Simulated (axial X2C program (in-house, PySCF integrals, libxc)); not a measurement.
**ONdS: the levels of the configuration f(δφ)2 f(π)0**

Which Ω levels does ONdS have in the configuration f(δφ)2 f(π)0, and how far apart?

Method: two-component X2C, average-of-configuration Hartree–Fock and CI in the open shells; program: an in-house X2C program for linear molecules on PySCF integrals.

All values are calculated.

## 1. The job

Contents of task.json:

```json
{
 "zs": [
  8,
  60,
  16
 ],
 "q": 0,
 "bas": [
  "dyall-v2z",
  "dyall-v2z",
  "dyall-v2z"
 ],
 "r0": 1.72,
 "metal": 1,
 "shells": [
  [
   3,
   [
    2,
    3
   ],
   2
  ],
  [
   3,
   [
    1
   ],
   0
  ]
 ],
 "fix": 0,
 "emax": 3.5,
 "nroots": 6,
 "r2": 2.15
}
```

Keys: zs atomic numbers; q charge; bas basis sets; r0 starting distance in Å; metal index of the metal atom; shells open shells as [l, |m| values, electrons]; fix electron count of the first shell held; emax energy window in eV; nroots roots for each Ω; r2 second bond in Å, held.

Launch:

```console
$ python soci.py task.json out
```

Two-component X2C with atomic mean-field Coulomb and Gaunt terms, basis O dyall-v2z, Nd dyall-v2z, S dyall-v2z (cores contracted in-house). Orbitals come from Hartree–Fock averaged over the configuration Nd f(δφ)2 f(π)0; CI then distributes these electrons over the f(δφ), f(π) shells of Nd.

## 2. CI at O–Nd–S held linear, bonds 1.744 and 2.150 Å (the second held)

Output:

```text
average of configuration f(δφ)2 f(π)0
basis functions 204  fitting functions 1216
iter      average energy  largest gradient
   1     -10089.211998922   2.34e+00
   2     -10089.452279175   8.44e-03
   3     -10089.452644110   4.93e-03
   4     -10089.452744412   2.05e-03
   5     -10089.452782718   2.99e-04
   6     -10089.452784782   2.10e-04
   7     -10089.452786108   7.82e-05
   8     -10089.452786577   3.94e-05
   9     -10089.452786739   2.40e-05
  10     -10089.452786831   2.29e-05
  11     -10089.452786931   2.64e-05
  12     -10089.452787036   3.70e-05
  13     -10089.452787100   2.25e-05
  14     -10089.452787120   1.02e-05
converged
CI levels
2*Omega        energy/Eh    cm-1   g(par)  dipole/D  leading shell counts
    8    -10089.52491643        0   6.110   -1.441  {'2 0': 1.0}
   10    -10089.51455812     2273  10.043   -1.434  {'2 0': 1.0}
   12    -10089.50455120     4470  13.998   -1.430  {'2 0': 1.0}
    0    -10089.50221189     4983   0.000   -1.433  {'2 0': 1.0}
    2    -10089.49601058     6344   3.677   -1.437  {'2 0': 1.0}
    0    -10089.47068396    11903   0.000   -1.424  {'2 0': 0.997}
    2    -10089.47054193    11934   2.180   -1.430  {'2 0': 0.998}
    4    -10089.46783027    12529   5.916   -1.430  {'2 0': 0.998}
    0    -10089.46404839    13359   0.000   -1.434  {'2 0': 0.998}
    0    -10089.45585599    15157   0.000   -1.436  {'2 0': 1.0}
    2    -10089.43893377    18871   2.012   -1.428  {'2 0': 0.998}
    8    -10089.42938461    20967   8.064   -1.429  {'2 0': 0.995}
   12    -10089.40315264    26724  12.006   -1.419  {'2 0': 1.0}
    0    -10089.39903701    27627   0.000   -1.421  {'2 0': 1.0}
   10    -10089.39790947    27875  10.057   -1.421  {'2 0': 0.999}
    2    -10089.39637431    28212   3.961   -1.425  {'2 0': 1.0}
```

Dipoles in the output refer to the first atom as origin.

Wall time 2.3 s (1 thread of AMD EPYC 7R43 (Zen 3), shared host); peak memory 0.39 GiB.

Active spinors (ω > 0; filled shells left out):

```
shell    ω  ε (eV)           character
f(δφ)  3/2    3.47           100% Nd f
f(δφ)  5/2    3.64           100% Nd f
f(δφ)  5/2    4.19           100% Nd f
f(δφ)  7/2    4.37           100% Nd f
 f(π)  1/2    9.86  55% Nd f, 41% Nd d
 f(π)  3/2    9.95  56% Nd f, 40% Nd d
```

The levels:

```
Ω  energy (cm⁻¹)     g∥  μ (D)  configuration
4              0   6.11  -1.44    100% f(δφ)2
5           2273  10.04  -1.43    100% f(δφ)2
6           4470  14.00  -1.43    100% f(δφ)2
0           4983   0.00  -1.43    100% f(δφ)2
1           6344   3.68  -1.44    100% f(δφ)2
0          11903   0.00  -1.42    100% f(δφ)2
1          11934   2.18  -1.43    100% f(δφ)2
2          12529   5.92  -1.43    100% f(δφ)2
0          13359   0.00  -1.43    100% f(δφ)2
0          15157   0.00  -1.44    100% f(δφ)2
1          18871   2.01  -1.43    100% f(δφ)2
4          20967   8.06  -1.43    100% f(δφ)2
6          26724  12.01  -1.42    100% f(δφ)2
0          27627   0.00  -1.42    100% f(δφ)2
5          27875  10.06  -1.42    100% f(δφ)2
1          28212   3.96  -1.42    100% f(δφ)2
```

g∥ is the magnitude of 2⟨Lz + ge Sz⟩ for the +Ω component. μ is positive if the S end is positive.

## 3. The same at O–Nd–S held linear, bonds 1.962 and 2.150 Å (the second held)

```
Ω  energy (cm⁻¹)     g∥  μ (D)  configuration
4              0   6.14   1.42    100% f(δφ)2
5           2276  10.06   1.42    100% f(δφ)2
6           4504  14.00   1.42    100% f(δφ)2
0           4893   0.00   1.41    100% f(δφ)2
1           6323   3.54   1.42    100% f(δφ)2
1          11498   2.27   1.43     99% f(δφ)2
0          11531   0.00   1.43     99% f(δφ)2
2          11825   5.88   1.43     98% f(δφ)2
0          13302   0.00   1.43     99% f(δφ)2
0          15375   0.00   1.42    100% f(δφ)2
```

## 4. Curves along the O–Nd bond, the other held

The same input was run at the other distances (logs left out). Energies in cm⁻¹ from the lowest point; levels are followed by energy order within each Ω.

```
R (Å)  (1)Ω=4  (1)Ω=5  (1)Ω=6  (1)Ω=0  (1)Ω=1  (2)Ω=0  (2)Ω=1
1.622    2939    5221    7396    7877    9086   14657   14526
1.683     663    2947    5134    5631    6908   12305   12348
1.744       0    2273    4470    4983    6344   11903   11934
1.814     738    2996    5199    5693    7061   12913   12548
1.884    2644    4911    7125    7570    8962   14426   14249
1.962    5798    8074   10302   10691   12122   17329   17297
2.058   10702   12989   15233   15542   17032   22050   22164
```

Constants where the minimum is well bracketed:

```
level of the curve  Te (cm⁻¹)  Re (Å)  ωe (cm⁻¹)
            (1)Ω=4          0   1.744      866.8
            (1)Ω=5       2271   1.744      867.5
            (1)Ω=6       4467   1.744      867.9
            (1)Ω=0       4981   1.744      854.3
```

## 5. Outcome

| quantity | value |
| --- | --- |
| lowest level of the model | Ω = 4, g∥ = 6.11, 100% f(δφ)2 |
| next level | Ω = 5, 2273 cm⁻¹ higher |
| lowest curve, Re and ωe | 1.744 Å, 866.8 cm⁻¹ |

In the lowest level ⟨Sz⟩ = -0.94 and ⟨Lz⟩ = 4.94; its leading determinant has weight 0.78 among 5. From 1.744 to 1.962 Å the gap from the lowest to the fifth level goes from 6344 to 6323 cm⁻¹. Without dynamic correlation distances can be off by several hundredths of an Å, and the wavenumbers are rough. There is no dynamic correlation: spin–orbit spacings and, for f shells, spacings inside one term are the most reliable numbers, splittings between terms come out too wide, and energies between configurations are not reliable, so the lowest level need not be the ground state of the molecule. At most 6 roots were kept for each Ω > 0 (twice that for Ω = 0) within 3.5 eV of the lowest, so higher up levels can be missing between those listed; levels with Ω > 0 are doubly degenerate and listed once, Ω = 0 levels singly. Some active spinors are only partly of the character that their shell is named for, so the shell names and counts are nominal. States that fill the shells left empty in the average are placed too high. The molecule was held linear; bending was not examined.
